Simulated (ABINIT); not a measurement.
The system is SrScIr2.

```
Sr Sc Ir
1.0
     4.66285    0.00000    0.00000
    -2.33143    4.03815    0.00000
     0.00000    0.00000    5.30113
Sr Sc Ir
1 1 2
Direct
  0.66667 0.33333 0.50000
  0.33333 0.66667 0.50000
  0.33333 0.66667 0.00000
  0.66667 0.33333 0.00000
```

The cell was built by a generator and needn't be a form met in nature.

The cell isn't the ideal one: cell taken from the last step of an earlier PBE relaxation by this program, which needn't have reached its minimum.

Base run:

| Quantity | Value |
| --- | --- |
| Program | ABINIT 10.8.3 (patched build) |
| Functional | LDA |
| Potentials or basis | JTH PAW LDA v2.0 |
| Cutoff | 463 eV |
| k mesh | 7 × 7 × 6 |
| Occupations | fermi-dirac, width 0.05 eV |
| Spin | no spin polarisation |

Its results: band gap on the k mesh none (metal or under the smearing width); pressure -6.3 GPa.

The run is repeated on the same cell with these changes: functional from LDA to PBE; potentials or basis from JTH PAW LDA v2.0 to JTH PAW PBE v2.0. What comes out?

Band gap on the k mesh none (metal or under the smearing width); pressure -0.1 GPa.
